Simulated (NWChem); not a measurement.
**C2H3Cl2Si (SMILES [H]/[C]=C/[SiH](Cl)Cl): UHF/STO-3G**

Aim: the vertical ionisation energy of C2H3Cl2Si at UHF/STO-3G, from 2 runs. 

The calculation is run with NWChem 7.3.0.

1 further run of the same task is left out (set aside as unsound or not needed). Runs told in other sessions of the task aren't counted.

## 1. The molecule

C2H3Cl2Si has 8 atoms, charge 0, and is taken as a doublet. SMILES: `[H]/[C]=C/[SiH](Cl)Cl`. Geometry: relaxed at PBE0-D4/def2-TZVP. This is one conformer, not always the lowest.

Bond lengths: C1–C2 1.302 Å, C2–Si3 1.849 Å, Si3–Cl4 2.046 Å, Si3–Cl5 2.046 Å, C1–H6 1.081 Å, C2–H7 1.096 Å, Si3–H8 1.473 Å. Angles: C1–C2–Si3 119.3°, C2–Si3–Cl4 109.6°, C2–Si3–Cl5 109.6°, Cl4–Si3–Cl5 108.1°, C1–C2–H7 121.6°, Si3–C2–H7 119.1°, C2–C1–H6 140.4°, C2–Si3–H8 111.7°, Cl4–Si3–H8 108.9°, Cl5–Si3–H8 108.9°.

## 2. Energy and forces at UHF/STO-3G

The input, c2h3cl2si.nw:

```
echo
start c2h3cl2si
title "C2H3Cl2Si hf"
memory 2200 mb
geometry noautosym nocenter noautoz
  C     -0.467200     1.549800     0.659300
  C     -0.193600     0.279100     0.737900
  Si     0.301600    -0.635800    -0.791100
  Cl    -1.013100    -2.166600    -1.130900
  Cl     2.164100    -1.443500    -0.534600
  H     -0.772500     2.376400     1.285600
  H     -0.249600    -0.262100     1.689000
  H      0.322500     0.245600    -1.971100
end
basis spherical bse
  * library STO-3G
end
scf
  nopen 1
  uhf
  thresh 1e-08
  maxiter 80
  noprint "final vectors analysis"
end
task scf gradient
```

Command:

```bash
$ nwchem c2h3cl2si.nw > c2h3cl2si.out
```

The log of the run, cut to the lines that bear on the results:

```text
[...]
  functions       =    40
[...]
  wavefunction    = UHF
[...]
         Total SCF energy =  -1271.339667271506
      One electron energy =  -2398.632771568443
      Two electron energy =    807.085010813431
 Nuclear repulsion energy =    320.208093483507
                       Sz =      0.5000
                 Sz(Sz+1) =      0.7500
                      S^2 =      1.0897
[...]
                         UHF ENERGY GRADIENTS
    atom               coordinates                        gradient
                 x          y          z           x          y          z
   1 C      -0.882880   2.928697   1.245896    0.010103  -0.053856   0.011257
   2 C      -0.365851   0.527423   1.394429   -0.009396   0.050242  -0.010672
   3 Si      0.569941  -1.201488  -1.494962    0.005853  -0.037025   0.013832
   4 Cl     -1.914481  -4.094280  -2.137091    0.012975   0.014986   0.004657
   5 Cl      4.089556  -2.727819  -1.010248   -0.018802   0.007769  -0.001307
   6 H      -1.459813   4.490745   2.429432    0.000223   0.003679  -0.005611
   7 H      -0.471676  -0.495297   3.191747   -0.000848  -0.002502   0.007524
   8 H       0.609437   0.464117  -3.724839   -0.000107   0.016707  -0.019681
[...]
```

Run time: 7.5 s. Hardware: 1 thread of AMD EPYC 9R45 (Zen 5), shared host; peak memory 0.099 GiB.

## 3. The singlet cation: the energy at HF/STO-3G

The input, run.py:

```python
from ase import Atoms
from ase.calculators.nwchem import NWChem

atoms = Atoms(['C', 'C', 'Si', 'Cl', 'Cl', 'H', 'H', 'H'], positions=[
    [-0.467200, 1.549800, 0.659300],
    [-0.193600, 0.279100, 0.737900],
    [0.301600, -0.635800, -0.791100],
    [-1.013100, -2.166600, -1.130900],
    [2.164100, -1.443500, -0.534600],
    [-0.772500, 2.376400, 1.285600],
    [-0.249600, -0.262100, 1.689000],
    [0.322500, 0.245600, -1.971100],
])

calc = NWChem(
    label='work',
    theory='scf',
    memory='2200 mb',
    basis='STO-3G',
    basispar='spherical bse',
    charge=1,
    scf={'nopen': '0', 'rhf': None, 'thresh': '1e-08', 'maxiter': '80'},
    task='energy',
)
atoms.calc = calc

e = atoms.get_potential_energy()
print(f"E = {e:.6f} eV")
print("dipole (e A):", atoms.get_dipole_moment().round(4))
```

Command:

```bash
$ export ASE_NWCHEM_COMMAND="nwchem PREFIX.nwi > PREFIX.nwo"
$ python run.py
```

The log of the run:

```text
E = -34586.581325 eV
dipole (e A): [-0.3902  1.2915  0.5604]
```

The calculator wrote work.nwi:

```
title "work"

permanent_dir work

scratch_dir work

start work

geometry units angstrom nocenter noautosym noautoz
  C  -4.6720000000000000e-01 1.5498000000000001e+00 6.5930000000000000e-01
  C  -1.9359999999999999e-01 2.7910000000000001e-01 7.3790000000000000e-01
  Si 3.0159999999999998e-01 -6.3580000000000003e-01 -7.9110000000000003e-01
  Cl -1.0130999999999999e+00 -2.1665999999999999e+00 -1.1309000000000000e+00
  Cl 2.1640999999999999e+00 -1.4435000000000000e+00 -5.3459999999999996e-01
  H  -7.7249999999999996e-01 2.3763999999999998e+00 1.2856000000000001e+00
  H  -2.4959999999999999e-01 -2.6210000000000000e-01 1.6890000000000001e+00
  H  3.2250000000000001e-01 2.4560000000000001e-01 -1.9711000000000001e+00
end

charge 1

memory 2200 mb

basis spherical bse noprint
   * library STO-3G
end

scf
  nopen 0
  rhf
  thresh 1e-08
  maxiter 80
end

task scf energy
```

work.nwo, cut to the lines that bear on the results:

```text
[...]
  functions       =    40
[...]
  wavefunction    = RHF
[...]
         Total SCF energy =  -1271.033430429715
      One-electron energy =  -2384.335137025892
      Two-electron energy =    793.093613112671
 Nuclear repulsion energy =    320.208093483506
        Time for solution =      2.4s
[...]
```

Wall time 3.6 s (1 thread of AMD EPYC 9R45 (Zen 5), shared host); peak memory 0.1 GiB.

## 4. What came out

At UHF/STO-3G:

| quantity | value |
| --- | --- |
| doublet C2H3Cl2Si: total energy | -1271.33967 Eh |
| doublet C2H3Cl2Si: dipole moment | 3.56 D |
| doublet C2H3Cl2Si: ⟨S²⟩ | 1.090 |
| doublet C2H3Cl2Si: largest force on an atom | 2.877 eV/Å |
| singlet cation: total energy | -1271.03343 Eh |
| singlet cation: HOMO energy | -15.29 eV |
| singlet cation: LUMO energy | -5.80 eV |
| singlet cation: HOMO–LUMO gap | 9.49 eV |
| vertical ionisation energy (to the singlet cation) | 8.333 eV |

The vertical ionisation energy comes to 8.33 eV (192 kcal/mol). The largest force (doublet C2H3Cl2Si) is 2.88 eV/Å: the shape isn't a stationary point for this species at this level. In a minimal basis such a difference can be off by several eV, whatever the method. ⟨S²⟩ (doublet C2H3Cl2Si) is 1.09 where a pure doublet has 0.75: the reference is spin-contaminated. Mulliken charges (doublet C2H3Cl2Si) run from -0.36 on Cl4 to +0.97 on Si3; they depend strongly on the basis.
